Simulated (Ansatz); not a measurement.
# F₂HInSe: vertical ionisation energy

One table from this session's results is given with a row withheld; the runs are named, their logs left out.

Method: unrestricted cation, the program's frozen cores in correlated methods; program: Ansatz 0.2.0, Gaussian basis.

Levels to be run: UKS PBE-D4/def2-TZVPP; UKS r2SCAN-D4/def2-TZVPP; UKS PBE0-D4/def2-TZVPP; UKS B3LYP-D4/def2-TZVPP; UKS wB97X-V/def2-TZVPP; UKS wB97M-V/def2-TZVPP; UKS B2PLYP/def2-TZVPP; UHF-CCSD(T)/def2-TZVPP; UHF-MP2/def2-QZVPP; extrapolation to the limit; then −ε(HOMO) from the neutral's earlier runs with LDA (SPW92), PBE-D4, revPBE-D4, BLYP-D4, r2SCAN-D4, B97M-V, PBE0-D4, B3LYP-D4, r2SCANh-D4, r2SCAN0-D4, HSE06-D4, BHLYP-D4, CAM-B3LYP-D4, LC-ωPBE, ωB97X-V, ωB97M-V.

## The geometry

An earlier PBE0-D4 in a triple-zeta def2 set relaxation fixed the geometry. In takes the def2 core potential; no spin-orbit term is included.

SMILES `[F][In]([F])[SeH]`, 5 atoms, charge 0, spin multiplicity 1.

Atoms are counted from 1 here; the program's logs count them from 0.

Bond lengths: F1–In2 1.934 Å, In2–F3 1.932 Å, In2–Se4 2.459 Å, Se4–H5 1.471 Å. Angles: F1–In2–F3 111.5°, F1–In2–Se4 123.9°, F3–In2–Se4 124.6°, In2–Se4–H5 89.9°.

The first run:

in.yaml

```yaml
crystal:
  periodic: [false, false, false]
  atoms:
    - {symbol: F, position_ang: [-0.410434, -1.135454, 1.702863]}
    - {symbol: In, position_ang: [0.451325, -0.435842, 0.118626]}
    - {symbol: F, position_ang: [2.122874, -1.338081, -0.234412]}
    - {symbol: Se, position_ang: [-0.475877, 1.375040, -1.263011]}
    - {symbol: H, position_ang: [-1.637987, 1.460637, -0.365467]}
basis:
  gaussian: {orbitals: def2-TZVPP}
total_charge: 1
magnetization: {spin_polarized: true, initial_magnetization: 1}
hamiltonian: {xc: pbe, dispersion: d4}
```

The run is started by

```console
$ ansatz run in.yaml --threads 2 --pin off --events-out ev --progress --plain --max-ram 32768MiB --backend cpu
```

Among the steps run: Cation, UKS PBE-D4/def2-TZVPP; Cation, UKS r2SCAN-D4/def2-TZVPP; Cation, UKS PBE0-D4/def2-TZVPP; Cation, UKS B3LYP-D4/def2-TZVPP; Cation, UKS wB97X-V/def2-TZVPP; Cation, UKS wB97M-V/def2-TZVPP; Cation, UKS B2PLYP (frozen core)/def2-TZVPP; Cation, UHF-CCSD(T)/def2-TZVPP; Cation, UHF-MP2/def2-QZVPP.

One of the session's tables, all rows but one given; the rest of the session is left out.

It belongs to the step «Ionisation energies side by side». For comparison, −ε(HOMO) of the neutral from earlier runs:

```
  functional  −ε(HOMO) (eV)
 LDA (SPW92)           7.18
      PBE-D4              ?
   revPBE-D4           6.90
     BLYP-D4           6.82
   r2SCAN-D4           7.27
      B97M-V           7.29
     PBE0-D4           8.16
    B3LYP-D4           7.93
  r2SCANh-D4           7.71
  r2SCAN0-D4           8.36
    HSE06-D4           7.76
    BHLYP-D4           9.18
CAM-B3LYP-D4           9.45
     LC-ωPBE          10.78
     ωB97X-V          10.43
     ωB97M-V          10.30
```

**Question.** Estimate the row for PBE-D4.

As computed: −ε(HOMO) (eV): 6.97. In the column «−ε(HOMO) (eV)» it lies between revPBE-D4 (6.90) and LDA (SPW92) (7.18).
